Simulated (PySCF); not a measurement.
# ErH3N (Er(NH3)3+): the cost of one run

Computed with PySCF 2.14.0. Level: several levels, as the steps say, no spin–orbit coupling.

3 further runs of the same task are left out: 2 for a known fault of the program, 1 that didn't finish.

## 1. Starting geometry

5 atoms, charge 3, spin multiplicity 1.

Bond lengths: Er1–N2 2.290 Å, N2–H3 1.060 Å, N2–H4 1.060 Å, N2–H5 1.060 Å. Angles: Er1–N2–H3 116.1°, Er1–N2–H4 116.1°, Er1–N2–H5 116.1°, H3–N2–H4 102.1°, H3–N2–H5 102.1°, H4–N2–H5 102.1°.

Coordinates:

```xyz
5
charge 3, multiplicity 1
Er    0.0000    0.0000   -0.1244
N     0.0000    0.0000    2.1659
H     0.9519    0.0000    2.6315
H    -0.4760    0.8244    2.6315
H    -0.4759   -0.8244    2.6315
```

Formal oxidation states: Er +3. Each metal's 11 4f electrons lie in its core potential, so multiplicities, spins and levels count the valence alone. An earlier session relaxed this geometry at PBE, Er lcecp-1-SVP with ECP57, N def2-SVP, H def2-SVP (singlet, point group C3v).

At PBE on the finer grid: E = -93.349898 Eh, HOMO -26.72 eV, LUMO -21.55 eV, Mulliken charge on Er1 +2.40 e, largest force component 0.005 eV/Å. 

Levels to run: PBE0; BLYP; wB97X; BP86; PBE, TZVP. Hardware: 2 threads of Intel Xeon Platinum 8259CL at 2.50GHz (Skylake/Cascade Lake), shared host.

## 2. PBE0

Input file run.py (the lines that set the calculation):

```python
mol = gto.M(atom='''
Er     0.00000     0.00000    -0.12436
N      0.00000     0.00000     2.16590
H      0.95192     0.00004     2.63148
H     -0.47599     0.82437     2.63148
H     -0.47593    -0.82441     2.63148''',
    basis={'Er': 'lcecp-1-SVP', 'N': 'def2-SVP', 'H': 'def2-SVP'},
    ecp={'Er': 'lcecp-1-SVP'},
    charge=3, spin=0)
mf = dft.RKS(mol, xc='PBE0')
mf.grids.atom_grid = (75, 302)  # f atoms: unpruned, at least (60, 302)
mf = mf.density_fit()  # fitting sets: Er AutoAux, N def2-universal-JKFIT, H def2-universal-JKFIT
mf.conv_tol = 1e-08; mf.max_cycle = 55
mf.kernel(dm0)  # dm0: the density of the relaxed state
```

The run is started by

```
> OMP_NUM_THREADS=2 python run.py
```

**Question.** How long does this run take on 2 threads of Intel Xeon Platinum 8259CL at 2.50GHz (Skylake/Cascade Lake), shared host?

About 4.2 s.
